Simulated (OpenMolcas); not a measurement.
# Co³⁺: CASSCF and CASPT2 terms and fine-structure levels, part 3 of 3

Which level of Co³⁺ lies lowest, and where do the others fall? The reference wave functions come first, then spin-orbit coupling, then second-order correlation under several settings.

OpenMolcas 26.06; ANO-RCC-VTZP, DKH2, active space 6 electrons in 10 orbitals (3d 4d), orbitals: per spin and parity. Earlier steps stand in the parts before.

## Step 9: CASPT2: IPEA 0, imaginary shift 0.1 (closed shells correlated: 3s 3p)

File a.inp:

```
>>> COPY JOB001 $Project.JobIph
&CASPT2
Multistate=5 1 2 3 4 5
Frozen=2 3
IPEA=0.0
Imaginary=0.1
MaxIter=60
WThr=0.0 0.3 0.05
PrWF=0.5
NoMix
>>> COPY JOB002 $Project.JobIph
&CASPT2
Multistate=45 1 2 3 4 5 6 7 8 9 10 11 12 13 14 15 16 17 18 19 20 21 22
23 24 25 26 27 28 29 30 31 32 33 34 35 36 37 38 39 40 41 42 43 44 45
Frozen=2 3
IPEA=0.0
Imaginary=0.1
MaxIter=60
WThr=0.0 0.3 0.05
PrWF=0.5
NoMix
>>> COPY JOB003 $Project.JobIph
&CASPT2
Multistate=44 1 2 3 4 5 6 7 8 9 10 11 12 13 14 15 16 17 18 19 20 21 22
23 24 25 26 27 28 29 30 31 32 33 34 35 36 37 38 39 40 41 42 43 44
Frozen=2 3
IPEA=0.0
Imaginary=0.1
MaxIter=60
WThr=0.0 0.3 0.05
PrWF=0.5
NoMix
```

On the command line:

```console
$ OMP_NUM_THREADS=1 MOLCAS_MEM=1689 MOLCAS_PROJECT=a pymolcas a.inp > a.log
```

Standard output:

```text
Orbital specifications:
      -----------------------

      Symmetry species                           1   2
                                                ag  au
      Frozen orbitals                            2   3
      Inactive orbitals                          1   3
      Active orbitals                           10   0
      Secondary orbitals                        17  23
      Deleted orbitals                           0   0
      Number of basis functions                 30  29
Type of calculation                        MS-CASPT2
      Fock operator                              state-specific
      IPEA shift                                 0.00
      Real shift                                 0.00
      Imaginary shift                            0.10
      The input orbitals will be transformed to quasi-canonical
Reference energy:       -1389.8940128050
      E2 (Non-variational):      -0.3484834683
      Shift correction:          -0.0000431015
      E2 (Variational):          -0.3485265698
      Total energy:           -1390.2425393748
      Residual norm:              0.0000002195
      Reference weight:           0.96633
      Contributions to the CASPT2 correlation energy
      Active & Virtual Only:         -0.0664084464
      One Inactive Excited:          -0.1912039368
      Two Inactive Excited:          -0.0908710851
Reference energy:       -1389.8940128050
      E2 (Non-variational):      -0.3484834648
      Shift correction:          -0.0000431024
      E2 (Variational):          -0.3485265672
      Total energy:           -1390.2425393723
      Residual norm:              0.0000002193
      Reference weight:           0.96633
      Contributions to the CASPT2 correlation energy
      Active & Virtual Only:         -0.0664084552
      One Inactive Excited:          -0.1912039199
      Two Inactive Excited:          -0.0908710897
::    CASPT2 Root  1     Total energy:  -1390.24253937
::    CASPT2 Root  2     Total energy:  -1390.24253937
::    CASPT2 Root  3     Total energy:  -1390.24253934
::    CASPT2 Root  4     Total energy:  -1390.24253935
::    CASPT2 Root  5     Total energy:  -1390.24253934
::    MS-CASPT2 Root  1     Total energy:  -1390.24253961
::    MS-CASPT2 Root  2     Total energy:  -1390.24253949
::    MS-CASPT2 Root  3     Total energy:  -1390.24253934
::    MS-CASPT2 Root  4     Total energy:  -1390.24253928
::    MS-CASPT2 Root  5     Total energy:  -1390.24253907
Orbital specifications:
      -----------------------

      Symmetry species                           1   2
                                                ag  au
      Frozen orbitals                            2   3
      Inactive orbitals                          1   3
      Active orbitals                           10   0
      Secondary orbitals                        17  23
      Deleted orbitals                           0   0
      Number of basis functions                 30  29
Type of calculation                        MS-CASPT2
      Fock operator                              state-specific
      IPEA shift                                 0.00
      Real shift                                 0.00
      Imaginary shift                            0.10
      The input orbitals will be transformed to quasi-canonical
Reference energy:       -1389.7787616493
      E2 (Non-variational):      -0.3545456913
      Shift correction:          -0.0000442521
      E2 (Variational):          -0.3545899434
      Total energy:           -1390.1333515927
      Residual norm:              0.0000002578
      Reference weight:           0.96562
      Contributions to the CASPT2 correlation energy
      Active & Virtual Only:         -0.0654547917
      One Inactive Excited:          -0.2039919518
      Two Inactive Excited:          -0.0850989478
Reference energy:       -1389.7787616493
      E2 (Non-variational):      -0.3545562122
      Shift correction:          -0.0000442516
      E2 (Variational):          -0.3546004638
      Total energy:           -1390.1333621131
      Residual norm:              0.0000002617
      Reference weight:           0.96562
      Contributions to the CASPT2 correlation energy
      Active & Virtual Only:         -0.0654639294
      One Inactive Excited:          -0.2039954050
      Two Inactive Excited:          -0.0850968779
::    CASPT2 Root  1     Total energy:  -1390.13335159
::    CASPT2 Root  2     Total energy:  -1390.13336211
::    CASPT2 Root  3     Total energy:  -1390.13335679
::    CASPT2 Root  4     Total energy:  -1390.13337965
::    CASPT2 Root  5     Total energy:  -1390.13338750
::    CASPT2 Root  6     Total energy:  -1390.13340263
::    CASPT2 Root  7     Total energy:  -1390.13336708
::    CASPT2 Root  8     Total energy:  -1390.13334108
::    CASPT2 Root  9     Total energy:  -1390.13336165
::    CASPT2 Root 10     Total energy:  -1390.13329022
::    CASPT2 Root 11     Total energy:  -1390.13333706
::    CASPT2 Root 12     Total energy:  -1390.13548072
::    CASPT2 Root 13     Total energy:  -1390.13548072
::    CASPT2 Root 14     Total energy:  -1390.13548072
::    CASPT2 Root 15     Total energy:  -1390.12614404
::    CASPT2 Root 16     Total energy:  -1390.12621527
::    CASPT2 Root 17     Total energy:  -1390.12641612
::    CASPT2 Root 18     Total energy:  -1390.12623864
::    CASPT2 Root 19     Total energy:  -1390.12643579
::    CASPT2 Root 20     Total energy:  -1390.12638792
::    CASPT2 Root 21     Total energy:  -1390.12612132
::    CASPT2 Root 22     Total energy:  -1390.10991974
::    CASPT2 Root 23     Total energy:  -1390.10966713
::    CASPT2 Root 24     Total energy:  -1390.10960456
::    CASPT2 Root 25     Total energy:  -1390.10988595
::    CASPT2 Root 26     Total energy:  -1390.10979647
::    CASPT2 Root 27     Total energy:  -1390.10969256
::    CASPT2 Root 28     Total energy:  -1390.10974868
::    CASPT2 Root 29     Total energy:  -1390.10956798
::    CASPT2 Root 30     Total energy:  -1390.10981878
Orbital specifications:
      -----------------------

      Symmetry species                           1   2
                                                ag  au
      Frozen orbitals                            2   3
      Inactive orbitals                          1   3
      Active orbitals                           10   0
      Secondary orbitals                        17  23
      Deleted orbitals                           0   0
      Number of basis functions                 30  29
Type of calculation                        MS-CASPT2
      Fock operator                              state-specific
      IPEA shift                                 0.00
      Real shift                                 0.00
      Imaginary shift                            0.10
      The input orbitals will be transformed to quasi-canonical
Reference energy:       -1389.7217525956
      E2 (Non-variational):      -0.3535338106
      Shift correction:          -0.0000424609
      E2 (Variational):          -0.3535762715
      Total energy:           -1390.0753288671
      Residual norm:              0.0000003067
      Reference weight:           0.96618
      Contributions to the CASPT2 correlation energy
      Active & Virtual Only:         -0.0639110234
      One Inactive Excited:          -0.2077596312
      Two Inactive Excited:          -0.0818631559
Reference energy:       -1389.7217525956
      E2 (Non-variational):      -0.3535947996
      Shift correction:          -0.0000424979
      E2 (Variational):          -0.3536372974
      Total energy:           -1390.0753898931
      Residual norm:              0.0000003060
      Reference weight:           0.96616
      Contributions to the CASPT2 correlation energy
      Active & Virtual Only:         -0.0639350802
      One Inactive Excited:          -0.2077944103
      Two Inactive Excited:          -0.0818653091
::    CASPT2 Root  1     Total energy:  -1390.07532887
::    CASPT2 Root  2     Total energy:  -1390.07538989
::    CASPT2 Root  3     Total energy:  -1390.07537581
::    CASPT2 Root  4     Total energy:  -1390.07544972
::    CASPT2 Root  5     Total energy:  -1390.07689092
::    CASPT2 Root  6     Total energy:  -1390.07690480
::    CASPT2 Root  7     Total energy:  -1390.07738843
::    CASPT2 Root  8     Total energy:  -1390.07630925
::    CASPT2 Root  9     Total energy:  -1390.07629271
::    CASPT2 Root 10     Total energy:  -1390.07665951
::    CASPT2 Root 11     Total energy:  -1390.07623718
::    CASPT2 Root 12     Total energy:  -1390.07577995
::    CASPT2 Root 13     Total energy:  -1390.07582226
::    CASPT2 Root 14     Total energy:  -1390.07275268
::    CASPT2 Root 15     Total energy:  -1390.07258824
::    CASPT2 Root 16     Total energy:  -1390.07273624
::    CASPT2 Root 17     Total energy:  -1390.07245148
::    CASPT2 Root 18     Total energy:  -1390.07238194
::    CASPT2 Root 19     Total energy:  -1390.07281926
::    CASPT2 Root 20     Total energy:  -1390.07289251
::    CASPT2 Root 21     Total energy:  -1390.07305513
::    CASPT2 Root 22     Total energy:  -1390.07331911
::    CASPT2 Root 23     Total energy:  -1390.05328823
::    CASPT2 Root 24     Total energy:  -1390.04627389
::    CASPT2 Root 25     Total energy:  -1390.04625445
::    CASPT2 Root 26     Total energy:  -1390.04625363
::    CASPT2 Root 27     Total energy:  -1390.04625561
::    CASPT2 Root 28     Total energy:  -1390.04627107
::    CASPT2 Root 29     Total energy:  -1390.01002742
::    CASPT2 Root 30     Total energy:  -1390.01006113
```

Time for this run: 34 min (1 thread, shared host).

SS-CASPT2: lowest energy less the reference's lowest, -0.3485 hartree; reference weights 0.961 to 0.966. These are the single-state energies of the run (the lines without MS-).

The roots that group into whole terms:

| configuration | term | E (cm-1) | spread (cm-1) |
| --- | --- | --- | --- |
| 3d6 | 5D | 0.0 | 0 |
| 3d6 | 3P(1) | 23500 | 0 |
| 3d6 | 3H | 23960 | 25 |
| 3d6 | 3F(1) | 25520 | 69 |
| 3d6 | 3G | 29150 | 77 |
| 3d6 | 3D | 36120 | 1 |
| 3d6 | 1I | 36520 | 452 |
| 3d6 | 1G(1) | 37260 | 206 |
| 3d6 | 1S | 41540 | 0 |
| 3d6 | 1D | 43080 | 4 |
| 3d6 | 1F | 50950 | 318 |
| 3d6 | 3P(2) | 59410 | 0 |
| 3d6 | 3F(2) | 60000 | 368 |
| 3d6 | 1G(2) | 68650 | 115 |

Fine-structure levels, from the RASSI matrix with the averaged CASPT2 term energies on its diagonal:

| Configuration | Term | J | E (cm-1) | g | Leading % | Second |
| --- | --- | --- | --- | --- | --- | --- |
| 3d6 | 5D | 4 | 0.0 | 1.501 | 100 |  |
| 3d6 | 5D | 3 | 609 | 1.501 | 100 |  |
| 3d6 | 5D | 2 | 1028 | 1.501 | 100 |  |
| 3d6 | 5D | 1 | 1295 | 1.501 | 100 |  |
| 3d6 | 5D | 0 | 1425 |  | 100 |  |
| 3d6 | 3P(1) | 2 | 23200 | 1.500 | 99 |  |
| 3d6 | 3H | 6 | 24280 | 1.166 | 100 |  |
| 3d6 | 3H | 5 | 24550 | 1.037 | 98 | 2 3G |
| 3d6 | 3H | 4 | 24730 | 0.822 | 93 | 3 3F(1) |
| 3d6 | 3P(1) | 1 | 25090 | 1.499 | 100 |  |
| 3d6 | 3F(1) | 4 | 25810 | 1.224 | 92 | 5 3H |
| 3d6 | 3P(1) | 0 | 25860 |  | 99 |  |
| 3d6 | 3F(1) | 3 | 26100 | 1.074 | 97 | 3 3G |
| 3d6 | 3F(1) | 2 | 26330 | 0.667 | 100 |  |
| 3d6 | 3G | 5 | 29550 | 1.197 | 98 | 2 3H |
| 3d6 | 3G | 4 | 30090 | 1.054 | 95 | 4 3F(1) |
| 3d6 | 3G | 3 | 30310 | 0.759 | 97 | 3 3F(1) |
| 3d6 | 3D | 1 | 36600 | 0.501 | 100 |  |
| 3d6 | 3D | 2 | 36630 | 1.166 | 98 |  |
| 3d6 | 3D | 3 | 36850 | 1.333 | 100 |  |
| 3d6 | 1I | 6 | 37200 | 1.001 | 100 |  |
| 3d6 | 1G(1) | 4 | 38080 | 1.001 | 99 |  |
| 3d6 | 1S | 0 | 42320 |  | 99 |  |
| 3d6 | 1D | 2 | 43840 | 1.002 | 98 |  |

## Step 10: Levels by method

A. CASSCF
B. SS-CASPT2, IPEA 0.25, imaginary shift 0.1 (closed shells correlated: 3s 3p)
C. SS-CASPT2, IPEA 0, imaginary shift 0.1 (closed shells correlated: 3s 3p)

Energies in cm-1 above each method's lowest level; measured values from Sugar and Corliss, J. Phys. Chem. Ref. Data 10, 1097 (1981).

| level | A | B | C | measured |
| --- | --- | --- | --- | --- |
| 3d6 5D4 | 0.0 | 0.0 | 0.0 | 0.0 |
| 3d6 5D3 | 606 | 609 | 609 | 639 |
| 3d6 5D2 | 1029 | 1028 | 1028 | 1078 |
| 3d6 5D1 | 1300 | 1295 | 1295 |  |
| 3d6 5D0 | 1432 | 1426 | 1425 | 1494 |
| 3d6 3H6 | 25603 | 24620 | 24280 | 23680 |
| 3d6 3H5 | 25898 | 24890 | 24550 | 24032 |
| 3d6 3H4 | 26106 | 25070 | 24730 | 24272 |
| 3d6 3P2(1) | 27925 | 23770 | 23200 | 22883 |
| 3d6 3F4(1) | 29154 | 26330 | 25810 | 25396 |
| 3d6 3F3(1) | 29499 | 26640 | 26100 | 25736 |
| 3d6 3F2(1) | 29757 | 26860 | 26330 | 25969 |
| 3d6 3P1(1) | 29812 | 25660 | 25090 | 24729 |
| 3d6 3P0(1) | 30575 | 26430 | 25860 | 25449 |
| 3d6 3G5 | 32196 | 29950 | 29550 | 29022 |
| 3d6 3G4 | 32775 | 30490 | 30090 | 29592 |
| 3d6 3G3 | 33004 | 30710 | 30310 | 29868 |
| 3d6 1I6 | 38484 | 37320 | 37200 | 35943 |
| 3d6 1G4(1) | 40773 | 38350 | 38080 | 36683 |
| 3d6 3D1 | 41142 | 37110 | 36600 | 36382 |
| 3d6 3D2 | 41192 | 37130 | 36630 | 36348 |
| 3d6 3D3 | 41388 | 37350 | 36850 | 36554 |
| 3d6 1S0 | 47042 | 42910 | 42320 | 41442 |
| 3d6 1D2 | 50467 | 44180 | 43840 | 42342 |
| 3d6 1F3 | 57959 | 51940 | 51530 | 50630 |
| 3d6 3P0(2) | 66437 | 59390 | 58820 | 58321 |
| 3d6 3F2(2) | 66929 | 60960 | 60550 | 59749 |
| 3d6 3P1(2) | 67047 | 60000 | 59420 | 58920 |
| 3d6 3F4(2) | 67103 | 61130 | 60720 | 59838 |
| 3d6 3F3(2) | 67120 | 61150 | 60740 | 59903 |

Mean absolute deviation from the 30 measured excited levels that all methods hold: A 4600 cm⁻¹, B 1000 cm⁻¹, C 590 cm⁻¹.

## Step 11: Outcome

This closing draws on all 3 parts.

| quantity | value |
| --- | --- |
| method | SS-CASPT2, IPEA 0.25, imaginary shift 0.1 (closed shells correlated: 3s 3p) |
| lowest level | 3d6 5D4, 100 % of that term, g = 1.501 |
| ground level listed by NIST | 5D4 |
| first excited level | 3d6 5D3 at 609 cm-1 |
| lowest level of another term | 3d6 3P2(1) at 23770 cm-1 |
| spin-orbit lowering of the lowest level | 639 cm-1 |
| strongest of the lines computed, by gA (one parity, so forbidden lines), at CASSCF energies | 3d6 1G4(2) → 3d6 1I6, 264 nm, A = 7.63e+00 s⁻¹ |

Cost and accuracy by method:

| method | time of its own steps | time with the reference | mean absolute difference from the measured levels (cm-1) |
| --- | --- | --- | --- |
| A. CASSCF | 5.4 min | 5.4 min | 4600 |
| B. SS-CASPT2, IPEA 0.25, imaginary shift 0.1, +3s 3p | 35 min | 40 min | 1000 |
| C. SS-CASPT2, IPEA 0, imaginary shift 0.1, +3s 3p | 34 min | 40 min | 590 |

Times are of one thread on a shared host.

**Reading.** The multiplet 5D is inverted; its intervals divided by the larger J differ by 16 % of their mean, where Landé's rule for pure LS coupling makes them equal. Second-order correlation (method B) scales the levels of the lowest configuration above 5000 cm⁻¹ by 0.85 to 0.97. Method C lies closest to the measured levels (590 cm⁻¹ on average) and A farthest (4600). Only the configurations of the active space and the roots asked for are present. Not all states of the active space went into the spin-orbit step. CASPT2 does not keep the components of a term degenerate, and the means are used. The levels of the extra active shells were not computed. Levels of other configurations are missing from the list.
